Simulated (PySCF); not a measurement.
# CH6Ge2O: electronic excitations at several levels of theory, part 2 of 2

PySCF 2.14.0. Atoms count from 0. Earlier steps stand in the parts before.

### Step 9. TDDFT and polarisability: PBE0/def2-SVP

Job settings and geometry (Å):

```
{"job": {"kind": "uv", "xc": "PBE0", "basis": "def2-SVP"}, "charge": 0, "multiplicity": 1}
O      0.219962     2.249687    -0.204284
C      0.162376     1.048432    -0.199867
Ge    -1.607330     0.113809    -0.483555
Ge     1.839598    -0.044621     0.086198
H     -2.713557     1.159454    -0.679618
H     -1.488832    -0.799262    -1.719006
H     -1.898334    -0.769065     0.745347
H      2.107001    -0.873069    -1.185120
H      1.608589    -1.017020     1.259529
H      3.014361     0.898117     0.378215
```

With the program's defaults for keys left out, this is: TDDFT PBE0/def2-SVP, vertical, gas phase, core orbitals frozen in the response.

The program printed:

```text
coarse grid: 40024 points
cycle   1  E = -4269.5010367970  dE = -1.006e+00  |g| = 8.465e-01  |ddm| = 3.166e+00
cycle   2  E = -4268.9423616494  dE =  5.587e-01  |g| = 1.842e+00  |ddm| = 2.080e+00
cycle   3  E = -4269.6229087893  dE = -6.805e-01  |g| = 1.966e-01  |ddm| = 1.658e+00
cycle   4  E = -4269.6281336314  dE = -5.225e-03  |g| = 6.634e-02  |ddm| = 1.417e-01
cycle   5  E = -4269.6287103191  dE = -5.767e-04  |g| = 1.148e-02  |ddm| = 4.507e-02
cycle   6  E = -4269.6287437703  dE = -3.345e-05  |g| = 4.495e-03  |ddm| = 1.846e-02
cycle   7  E = -4269.6287488338  dE = -5.063e-06  |g| = 9.615e-04  |ddm| = 4.312e-03
final grid: 80728 points
cycle   8  E = -4269.6287109305  dE =  2.665e-07  |g| = 1.599e-03  |ddm| = 2.715e-03
cycle   9  E = -4269.6287094347  dE =  1.496e-06  |g| = 3.207e-03  |ddm| = 3.451e-03
cycle  10  E = -4269.6287114214  dE = -1.987e-06  |g| = 2.689e-04  |ddm| = 2.316e-03
cycle  11  E = -4269.6287114395  dE = -1.804e-08  |g| = 2.299e-05  |ddm| = 2.603e-04
cycle  12  E = -4269.6287114396  dE = -1.401e-10  |g| = 8.198e-06  |ddm| = 3.164e-05
converged SCF energy = -4269.6287114396

Static polarisability (au): isotropic 73.819, principal 58.302 69.686 93.470

Singlet excitations
state   eV       nm        f      main configurations
  1   2.7514    450.6   0.00000   H->L 0.99
  2   5.7118    217.1   0.25217   H->L+1 0.95
  3   5.8063    213.5   0.02554   H->L+2 0.95
  4   6.6922    185.3   0.00735   H->L+4 0.69, H->L+3 0.27
  5   6.8226    181.7   0.00267   H-1->L 0.96
  6   6.8261    181.6   0.15318   H->L+3 0.63, H->L+4 0.25, H-2->L 0.08
  7   6.9390    178.7   0.00318   H->L+5 0.94
  8   7.1445    173.5   0.01587   H-4->L 0.95
  9   7.1774    172.7   0.20955   H-2->L 0.90
 10   7.2148    171.8   0.02808   H-3->L 0.77, H->L+7 0.12

Triplet excitations (Tamm-Dancoff, eV): 2.0857 4.9879 5.5098 5.6407
```

Wall time 12 s (1 thread of Arm Neoverse V1, shared host); peak memory 0.6 GiB.

This run: HOMO -6.37 eV, LUMO -1.56 eV; lowest singlet 2.75 eV.

### Step 10. Excited states and response: PBE0/def2-TZVP

Same as in step 9 but for these lines:

```diff
@@ -1,2 +1,2 @@
-{"job": {"kind": "uv", "xc": "PBE0", "basis": "def2-SVP"}, "charge": 0, "multiplicity": 1}
+{"job": {"kind": "uv", "xc": "PBE0", "basis": "def2-TZVP"}, "charge": 0, "multiplicity": 1}
 O      0.219962     2.249687    -0.204284
```

Level: TDDFT PBE0/def2-TZVP, vertical, gas phase, core orbitals frozen in the response.

The program printed:

```text
coarse grid: 40024 points
cycle   1  E = -4270.1314305128  dE = -9.549e-01  |g| = 1.121e+00  |ddm| = 2.496e+00
cycle   2  E = -4269.5284527212  dE =  6.030e-01  |g| = 2.092e+00  |ddm| = 2.186e+00
cycle   3  E = -4270.2553554782  dE = -7.269e-01  |g| = 4.300e-01  |ddm| = 1.947e+00
cycle   4  E = -4270.2843516035  dE = -2.900e-02  |g| = 5.505e-02  |ddm| = 2.300e-01
cycle   5  E = -4270.2846595551  dE = -3.080e-04  |g| = 1.935e-02  |ddm| = 3.860e-02
cycle   6  E = -4270.2847502156  dE = -9.066e-05  |g| = 7.266e-03  |ddm| = 2.762e-02
cycle   7  E = -4270.2847624713  dE = -1.226e-05  |g| = 1.455e-03  |ddm| = 5.816e-03
cycle   8  E = -4270.2847629388  dE = -4.674e-07  |g| = 2.931e-04  |ddm| = 2.628e-03
final grid: 80728 points
cycle   9  E = -4270.2847468548  dE = -1.010e-08  |g| = 4.154e-04  |ddm| = 1.553e-03
cycle  10  E = -4270.2847467503  dE =  1.045e-07  |g| = 8.449e-04  |ddm| = 7.490e-04
cycle  11  E = -4270.2847468955  dE = -1.453e-07  |g| = 9.522e-05  |ddm| = 4.142e-04
cycle  12  E = -4270.2847468976  dE = -2.091e-09  |g| = 1.454e-05  |ddm| = 1.192e-04
cycle  13  E = -4270.2847468977  dE = -6.003e-11  |g| = 3.611e-06  |ddm| = 2.028e-05
converged SCF energy = -4270.2847468977

Static polarisability (au): isotropic 81.969, principal 64.205 77.374 104.329

Singlet excitations
state   eV       nm        f      main configurations
  1   2.7146    456.7   0.00000   H->L 0.99
  2   5.6307    220.2   0.17438   H->L+1 0.85, H->L+2 0.13
  3   5.7243    216.6   0.05642   H->L+2 0.61, H->L+3 0.30
  4   6.1015    203.2   0.26114   H->L+3 0.68, H->L+2 0.25
  5   6.6600    186.2   0.00832   H->L+5 0.86, H->L+4 0.10
  6   6.7092    184.8   0.00006   H-1->L 0.97
  7   6.7842    182.8   0.00158   H->L+4 0.89, H->L+5 0.10
  8   7.0209    176.6   0.00800   H-3->L 0.56, H-4->L 0.23, H->L+7 0.12
  9   7.0254    176.5   0.00965   H-4->L 0.72, H-3->L 0.17
 10   7.0372    176.2   0.16216   H-2->L 0.96

Triplet excitations (Tamm-Dancoff, eV): 2.0618 4.9102 5.4240 5.6403
```

Run time: 25 s. Hardware: 1 thread of Arm Neoverse V1, shared host; peak memory 0.8 GiB.

Key values: HOMO -6.47 eV, LUMO -1.73 eV; lowest singlet 2.71 eV.

### Step 11. Ultraviolet spectrum: PBE0/aug-cc-pVDZ

Same as in step 10 but for these lines:

```diff
@@ -1,2 +1,2 @@
-{"job": {"kind": "uv", "xc": "PBE0", "basis": "def2-TZVP"}, "charge": 0, "multiplicity": 1}
+{"job": {"kind": "uv", "xc": "PBE0", "basis": "aug-cc-pVDZ"}, "charge": 0, "multiplicity": 1}
 O      0.219962     2.249687    -0.204284
```

Method: TDDFT PBE0/aug-cc-pVDZ, vertical, gas phase, core orbitals frozen in the response.

The program printed:

```text
coarse grid: 40024 points
cycle   1  E = -4270.0856835781  dE = -9.356e-01  |g| = 7.142e-01  |ddm| = 6.065e+00
cycle   2  E = -4269.5730504788  dE =  5.126e-01  |g| = 1.718e+00  |ddm| = 2.777e+00
cycle   3  E = -4270.1906283195  dE = -6.176e-01  |g| = 6.603e-02  |ddm| = 1.962e+00
cycle   4  E = -4270.1913732343  dE = -7.449e-04  |g| = 3.342e-02  |ddm| = 2.382e-01
cycle   5  E = -4270.1915882074  dE = -2.150e-04  |g| = 9.041e-03  |ddm| = 8.710e-02
cycle   6  E = -4270.1916098948  dE = -2.169e-05  |g| = 3.078e-03  |ddm| = 2.255e-02
cycle   7  E = -4270.1916123245  dE = -2.430e-06  |g| = 5.379e-04  |ddm| = 6.803e-03
final grid: 80728 points
cycle   8  E = -4270.1915765423  dE =  3.626e-08  |g| = 8.830e-04  |ddm| = 5.795e-03
cycle   9  E = -4270.1915760530  dE =  4.893e-07  |g| = 1.829e-03  |ddm| = 3.059e-03
cycle  10  E = -4270.1915766943  dE = -6.413e-07  |g| = 1.245e-04  |ddm| = 1.972e-03
cycle  11  E = -4270.1915766986  dE = -4.353e-09  |g| = 2.177e-05  |ddm| = 3.312e-04
cycle  12  E = -4270.1915766987  dE = -1.210e-10  |g| = 5.064e-06  |ddm| = 5.077e-05
converged SCF energy = -4270.1915766987

Static polarisability (au): isotropic 86.507, principal 67.329 81.964 110.227

Singlet excitations
state   eV       nm        f      main configurations
  1   2.7324    453.8   0.00000   H->L 0.99
  2   5.1596    240.3   0.00375   H->L+1 0.64, H->L+2 0.34
  3   5.4057    229.4   0.33992   H->L+2 0.56, H->L+1 0.35
  4   5.5147    224.8   0.05684   H->L+3 0.88, H->L+2 0.08
  5   6.0331    205.5   0.00426   H->L+4 0.88, H->L+6 0.09
  6   6.1894    200.3   0.00011   H->L+5 0.88, H->L+9 0.10
  7   6.3203    196.2   0.00056   H->L+8 0.93
  8   6.3692    194.7   0.05357   H->L+6 0.87
  9   6.5132    190.4   0.03204   H->L+7 0.92
 10   6.5327    189.8   0.00299   H->L+9 0.83, H->L+5 0.10

Triplet excitations (Tamm-Dancoff, eV): 2.0957 4.7651 5.0623 5.2812
```

It took 22 s on 1 thread of Arm Neoverse V1, shared host; peak memory 0.77 GiB.

In short: HOMO -6.49 eV, LUMO -1.75 eV; lowest singlet 2.73 eV.

### Step 12. Side by side: electronic excitations

Excitations and ground-state properties, with basis size and wall time:

```
                run  lowest singlet (eV)  brightest (eV)      f  gap (eV)  α (Å³)  μ (D)  functions  time
    B3LYP/def2-SVPD                 2.73            5.46  0.298      4.31   12.76   1.83        167  48 s
     PBE0/def2-SVPD                 2.72            5.68  0.416      4.74   12.57   1.84        167  46 s
BHandHLYP/def2-SVPD                 2.79            6.23  0.478      7.11   12.05   2.06        167  35 s
CAM-B3LYP/def2-SVPD                 2.74            5.98  0.451      7.26   12.39   1.97        167  58 s
  wB97X-D/def2-SVPD                 2.72            6.12  0.455      8.37   12.34   1.93        167  40 s
  LC-wPBE/def2-SVPD                 2.73            6.59  0.381      9.68   11.93   2.00        167  54 s
        PBE0/6-31G*                 2.82            5.60  0.324      4.89   10.34   1.71        104  10 s
      PBE0/def2-SVP                 2.75            5.71  0.252      4.81   10.94   1.64        122  12 s
     PBE0/def2-TZVP                 2.71            6.10  0.261      4.74   12.15   1.70        194  25 s
   PBE0/aug-cc-pVDZ                 2.73            5.41  0.340      4.74   12.82   1.77        172  22 s
```

### Step 13. Results

What follows sums up all 2 parts.

```
                                quantity                        value
        lowest singlet (B3LYP/def2-SVPD)  2.73 eV (455 nm), f = 0.000
brightest single state of those computed  state 3, 5.46 eV, f = 0.298
                          lowest triplet                      2.14 eV
       vertical ionisation energy (ΔSCF)                      8.50 eV
       vertical electron affinity (ΔSCF)                      0.05 eV
             range of the lowest singlet              2.71 to 2.82 eV
```

Single values in the summary come from the first sound run of each kind (B3LYP/def2-SVPD), which need not be the best level. The lowest singlet, at 2.73 eV, is HOMO→LUMO 0.99 and is dark; of the 10 states computed, the strongest absorption comes from state 3 at 5.46 eV (the last state computed absorbs too, and its partners may lie past the list). The lowest triplet lies 0.58 eV below the lowest singlet (triplets in Tamm-Dancoff, singlets in full TDDFT). The orbital energy would give 6.36 eV for ionisation, ΔSCF gives 8.50 eV. The lowest singlet runs from 2.71 eV (PBE0/def2-TZVP) to 2.82 eV (PBE0/6-31G*), while the orbital gap spans 4.31 to 9.68 eV. The lowest state need not be the same one in every run.
